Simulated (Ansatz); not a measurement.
# Lu2SiNF2: the cost of one run

Method: DFT PBE, scalar-relativistic, plane waves, PAW, in Ansatz 0.2.0.

### Step 1. The system as given

Symmetry: P4mm, No. 99, tetragonal system. Conventional cell: a = 3.967 Å, b = 3.967 Å, c = 6.356 Å, α = 90.00°, β = 90.00°, γ = 90.00°. Lu (site symmetry 2mm) is surrounded by 4 F at 2.25 to 2.26 Å and 2 Si at 2.74 Å and 4 Lu at 2.81 Å and 2 N at 2.87 Å. Si (site symmetry 4mm) has 4 Lu at 2.74 Å as nearest neighbours. N (site symmetry 4mm) has 4 Lu at 2.87 Å as nearest neighbours. F (site symmetry 4mm) is surrounded by 4 Lu at 2.25 Å. Around F (site symmetry 4mm) lie 4 Lu at 2.26 Å.

Coordinates:

```
CELL_PARAMETERS angstrom
3.96710 0.00000 0.00000
0.00000 3.96710 0.00000
0.00000 0.00000 6.35627
ATOMIC_POSITIONS crystal
Lu 0.50000 0.00000 0.99462
Lu 0.00000 0.50000 0.99462
Si 0.00000 0.00000 0.69730
N 0.50000 0.50000 0.32032
F 0.50000 0.50000 0.82875
F 0.00000 0.00000 0.16438
```

The cell is invented: species swapped into a database cell of LaYMn2Si2 (P4mm, No. 99), with N on the La sites, Si on the Y sites, Lu on the Mn sites and F on the Si sites. The dimensions are guesses.

### Step 2. A first look at the guess

input.yaml

```yaml
crystal:
  lattice:
    - [3.96709969, 0.0, 0.0]
    - [0.0, 3.96709969, 0.0]
    - [0.0, 0.0, 6.35626848]
  atoms:
    - { symbol: Lu, position: [0.5, 0.0, 0.99462003] }
    - { symbol: Lu, position: [0.0, 0.5, 0.99462003] }
    - { symbol: Si, position: [0.0, 0.0, 0.69730401] }
    - { symbol: "N", position: [0.5, 0.5, 0.320324] }
    - { symbol: F, position: [0.5, 0.5, 0.82874799] }
    - { symbol: F, position: [0.0, 0.0, 0.16438399] }
basis:
  ecutwfc: 420
kpoints:
  mp_grid: { grid: [4, 4, 4] }
hamiltonian:
  xc: pbe
scf:
  occupations: { method: gaussian, width: 0.1 }
  lower_state_search: "off"
output:
  forces: true
  stress: true
  eigenvalues: true
```

Command:

```console
ansatz run input.yaml --threads 1 --pin off --max-ram 2560MiB --backend cpu --events-out ev --progress --plain --runs-dir out
```

Q: Estimate wall time and peak memory on 1 thread of Intel Xeon 6975P-C (Granite Rapids), shared host.

About 4.6 s, with a peak of 0.42 GiB.
